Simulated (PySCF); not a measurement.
# F₂HOSi−, an adduct: interaction energy

One table from this session's results is given with a row withheld; the runs are named, their logs left out.

Computed with PySCF 2.14.0; each step states its level. No surroundings beyond the atoms listed, unless a continuum is named. Atoms count from 0, parts from 1.

## Starting point

5 atoms, charge -1, multiplicity 1; geometry: GFN2-xTB. Parts: 1 = atoms 0–2, `F[Si]F`, charge 0; 2 = atoms 3–4, `[OH-]`, charge -1. In the given geometry Si1 and O3 of different parts are bonded (1.70 Å), so values for the parts refer to these atom groups.

Set-up of the first run:

Job settings and geometry (Å):

```
{"job": {"xc": "PBE0", "basis": "def2-TZVPD", "d3": "d3bj", "grid": 3, "kind": "geom", "shake": 0.01}, "charge": -1, "multiplicity": 1, "parts": [{"atoms": "0-2", "charge": 0, "multiplicity": 1}, {"atoms": "3-4", "charge": -1, "multiplicity": 1}]}
F      1.230891     0.332258     0.330092
Si    -0.404993     0.869848    -0.012951
F     -0.715707    -0.563128    -0.926718
O     -0.035312     1.920344    -1.291053
H      0.530530     1.566095    -1.964367
```

Started as:

```bash
OMP_NUM_THREADS=1 python cluster_run.py task.json out
```

One launch serves the whole session: the jobs run in the order shown.

Steps of the session up to this table: Optimising the geometry at PBE0-D3(BJ)/def2-TZVPD; Coupled-cluster interaction energy: CCSD(T) and MP2, 1.71 Å; Coupled-cluster interaction energy: CCSD(T) and MP2, 1.80 Å; Coupled-cluster interaction energy: CCSD(T) and MP2, 1.88 Å; Coupled-cluster interaction energy: CCSD(T) and MP2, 1.62 Å; Coupled-cluster interaction energy: CCSD(T) and MP2, 2.14 Å; Coupled-cluster interaction energy: CCSD(T) and MP2, 1.54 Å; Coupled-cluster interaction energy: CCSD(T) and MP2, 2.57 Å; Coupled-cluster interaction energy: CCSD(T) and MP2, 3.42 Å.

One of the session's tables, all rows but one given; the rest of the session is left out.

It belongs to the step «Coupled-cluster interaction energy: CCSD(T) and MP2, 3.42 Å». 

| method | interaction energy (kcal/mol) |
| --- | --- |
| HF/aug-cc-pVDZ | -19.46 |
| MP2/aug-cc-pVDZ | -19.67 |
| CCSD/aug-cc-pVDZ | -19.26 |
| CCSD(T)/aug-cc-pVDZ | -19.75 |
| HF/aug-cc-pVQZ | -19.47 |
| MP2/aug-cc-pVQZ | -19.91 |
| SCS-MP2/aug-cc-pVQZ | ? |
| MP2, extrapolated | -19.95 |
| CCSD(T), limit estimate | -20.04 |

**Question.** Estimate the row for SCS-MP2/aug-cc-pVQZ.

**Answer.** interaction energy (kcal/mol): -19.61. In the column «interaction energy (kcal/mol)» it lies between MP2/aug-cc-pVDZ (-19.67) and HF/aug-cc-pVQZ (-19.47).

To keep in mind: At 3.42 Å a test (T1, the size of the triples or of CCSD(T) less MP2, charge moved between the parts) flags the run, so its CCSD(T) estimate is not taken as a benchmark.
